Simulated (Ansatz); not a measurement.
# CH6NO2Sc: vertical ionisation energy

An exercise on one series of results from a longer session: the logs are not shown, and one member is left open.

Program: Ansatz 0.2.0, Gaussian basis. Level of theory: unrestricted cation, the program's frozen cores in correlated methods. These are calculated values, not measurements.

Levels to be run: UKS PBE-D4/def2-TZVPP; UKS r2SCAN-D4/def2-TZVPP; UKS PBE0-D4/def2-TZVPP; UKS B3LYP-D4/def2-TZVPP; UKS wB97X-V/def2-TZVPP; UKS wB97M-V/def2-TZVPP; UKS B2PLYP/def2-TZVPP; UHF-CCSD(T)/def2-TZVPP; UHF-MP2/def2-QZVPP; extrapolation to the limit; then −ε(HOMO) from the neutral's earlier runs with LDA (SPW92), PBE-D4, revPBE-D4, BLYP-D4, r2SCAN-D4, B97M-V, PBE0-D4, B3LYP-D4, r2SCANh-D4, r2SCAN0-D4, HSE06-D4, BHLYP-D4, CAM-B3LYP-D4, LC-ωPBE, ωB97X-V, ωB97M-V.

### The relaxed structure

All runs share one geometry, relaxed beforehand with PBE0-D4 in a triple-zeta def2 set.

SMILES `C[O][Sc]([NH2])[OH]`, 11 atoms, charge 0, spin multiplicity 1.

Atoms are counted from 1 here; the program's logs count them from 0.

Bond lengths: C1–O2 1.384 Å, C1–H6 1.097 Å, C1–H7 1.098 Å, C1–H8 1.097 Å, O2–Sc3 1.870 Å, Sc3–N4 1.990 Å, Sc3–O5 1.877 Å, N4–H9 1.012 Å, N4–H10 1.012 Å, O5–H11 0.952 Å. Angles: O2–C1–H6 111.0°, O2–C1–H7 111.5°, O2–C1–H8 111.0°, H6–C1–H7 107.7°, H6–C1–H8 107.6°, H7–C1–H8 107.8°, C1–O2–Sc3 173.5°, O2–Sc3–N4 116.3°, O2–Sc3–O5 126.5°, N4–Sc3–O5 117.2°, Sc3–N4–H9 126.6°, Sc3–N4–H10 126.0°, H9–N4–H10 107.4°, Sc3–O5–H11 169.2°.

Geometry (Å):

```
C    -1.4638   -1.4906    1.0523
O    -0.5897   -0.6327    0.4080
Sc    0.6363    0.3650   -0.5907
N     0.9058    2.2533   -0.0246
O     1.6301   -0.2375   -2.0650
H    -2.4953   -1.1217    0.9902
H    -1.4409   -2.4952    0.6108
H    -1.2100   -1.5864    2.1156
H     0.4474    2.7227    0.7457
H     1.5306    2.9213   -0.4577
H     2.0495   -0.6982   -2.7846
```

Set-up of the first run:

Input file in.yaml:

```yaml
crystal:
  periodic: [false, false, false]
  atoms:
    - {symbol: C, position_ang: [-1.463839, -1.490590, 1.052281]}
    - {symbol: O, position_ang: [-0.589669, -0.632736, 0.408027]}
    - {symbol: Sc, position_ang: [0.636293, 0.365006, -0.590748]}
    - {symbol: N, position_ang: [0.905755, 2.253276, -0.024597]}
    - {symbol: O, position_ang: [1.630055, -0.237511, -2.065039]}
    - {symbol: H, position_ang: [-2.495315, -1.121683, 0.990236]}
    - {symbol: H, position_ang: [-1.440855, -2.495245, 0.610782]}
    - {symbol: H, position_ang: [-1.209976, -1.586357, 2.115628]}
    - {symbol: H, position_ang: [0.447431, 2.722718, 0.745712]}
    - {symbol: H, position_ang: [1.530617, 2.921316, -0.457656]}
    - {symbol: H, position_ang: [2.049512, -0.698203, -2.784625]}
basis:
  gaussian: {orbitals: def2-TZVPP}
total_charge: 1
magnetization: {spin_polarized: true, initial_magnetization: 1}
hamiltonian: {xc: pbe, dispersion: d4}
```

Started as:

```
> ansatz run in.yaml --threads 2 --pin off --events-out ev --progress --plain --max-ram 22528MiB --backend cuda --devices 0, --max-vram 18GiB
```

Among the steps run: Cation, UKS PBE-D4/def2-TZVPP; Cation, UKS r2SCAN-D4/def2-TZVPP; Cation, UKS PBE0-D4/def2-TZVPP; Cation, UKS B3LYP-D4/def2-TZVPP; Cation, UKS wB97X-V/def2-TZVPP; Cation, UKS wB97M-V/def2-TZVPP; Cation, UKS B2PLYP (frozen core)/def2-TZVPP; Cation, UHF-CCSD(T)/def2-TZVPP; Cation, UHF-MP2/def2-QZVPP.

One of the session's tables, all rows but one given; the rest of the session is left out.

For comparison, −ε(HOMO) of the neutral from earlier runs:

| functional | −ε(HOMO) (eV) |
| --- | --- |
| LDA (SPW92) | 5.61 |
| PBE-D4 | 5.42 |
| revPBE-D4 | ? |
| BLYP-D4 | 5.31 |
| r2SCAN-D4 | 5.67 |
| B97M-V | 5.72 |
| PBE0-D4 | 6.75 |
| B3LYP-D4 | 6.53 |
| r2SCANh-D4 | 6.18 |
| r2SCAN0-D4 | 6.94 |
| HSE06-D4 | 6.34 |
| BHLYP-D4 | 8.00 |
| CAM-B3LYP-D4 | 8.19 |
| LC-ωPBE | 9.59 |
| ωB97X-V | 9.22 |
| ωB97M-V | 9.14 |

Estimate the missing values for revPBE-D4.

**Answer.** −ε(HOMO) (eV): 5.35. In the column «−ε(HOMO) (eV)» it lies between BLYP-D4 (5.31) and PBE-D4 (5.42).

Caveats from the session: The cation may have settled in a state other than its lowest; no search over hole states beyond the program's own was made.
